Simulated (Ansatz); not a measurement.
# C3H8BNSi: the cost of one run

Computed with Ansatz 0.2.0, Gaussian basis. Level: functionals in def2-TZVPP, the program's frozen cores in correlated methods.

Plan: PBE-D4, r2SCAN-D4, PBE0-D4, B3LYP-D4, ωB97X-V, ωB97M-V, B2PLYP; CCSD(T)/def2-TZVPP; MP2/def2-QZVPP; extrapolation to the limit.

### Step 1. Structure used throughout

All runs share one geometry, relaxed beforehand with PBE0-D4 in a triple-zeta def2 set.

14 atoms, charge 0, spin multiplicity 1.

Atoms are counted from 1 here; the program's logs count them from 0.

Bond lengths: B1–C2 1.541 Å, B1–H7 1.195 Å, B1–H8 1.197 Å, C2–C3 1.352 Å, C2–N4 1.381 Å, C3–H9 1.081 Å, C3–H10 1.087 Å, N4–C5 1.468 Å, N4–Si6 1.698 Å, C5–Si6 1.845 Å, C5–H11 1.092 Å, C5–H12 1.089 Å, Si6–H13 1.480 Å, Si6–H14 1.482 Å. Angles: C2–B1–H7 118.4°, C2–B1–H8 121.7°, H7–B1–H8 119.9°, B1–C2–C3 117.4°, B1–C2–N4 121.1°, C3–C2–N4 121.5°, C2–C3–H9 119.8°, C2–C3–H10 122.5°, H9–C3–H10 117.7°, C2–N4–C5 128.6°, C2–N4–Si6 149.0°, C5–N4–Si6 70.8°, N4–C5–Si6 60.4°, N4–C5–H11 116.2°, N4–C5–H12 115.9°, Si6–C5–H11 118.4°, Si6–C5–H12 122.6°, H11–C5–H12 112.9° and more.

### Step 2. PBE-D4 (GGA)

Contents of in.yaml:

```yaml
crystal:
  periodic: [false, false, false]
  atoms:
    - {symbol: B, position_ang: [0.774866, -1.865259, 0.415454]}
    - {symbol: C, position_ang: [0.694845, -0.327058, 0.462420]}
    - {symbol: C, position_ang: [1.464563, 0.308931, 1.373558]}
    - {symbol: N, position_ang: [-0.096088, 0.372923, -0.426966]}
    - {symbol: C, position_ang: [-1.241376, -0.107262, -1.209736]}
    - {symbol: Si, position_ang: [-1.148036, 1.671293, -0.729229]}
    - {symbol: H, position_ang: [1.475981, -2.422805, 1.205661]}
    - {symbol: H, position_ang: [0.157801, -2.502657, -0.387524]}
    - {symbol: H, position_ang: [2.095782, -0.264605, 2.037258]}
    - {symbol: H, position_ang: [1.486720, 1.392216, 1.465199]}
    - {symbol: H, position_ang: [-1.949021, -0.751601, -0.683913]}
    - {symbol: H, position_ang: [-1.017192, -0.456281, -2.217156]}
    - {symbol: H, position_ang: [-0.695914, 2.748598, -1.637877]}
    - {symbol: H, position_ang: [-2.015831, 2.174267, 0.361650]}
basis:
  gaussian: {orbitals: def2-TZVPP}
hamiltonian: {xc: pbe, dispersion: d4}
output: {forces: true, orbitals: {seedname: orbitals}}
```

Command:

```console
$ ansatz run in.yaml --threads 4 --pin off --events-out ev --progress --plain --max-ram 10444MiB
```

Q: Estimate wall time and peak memory on 4 threads of Arm Neoverse V1, shared host.

About 3.7 s, with a peak of 0.46 GiB.
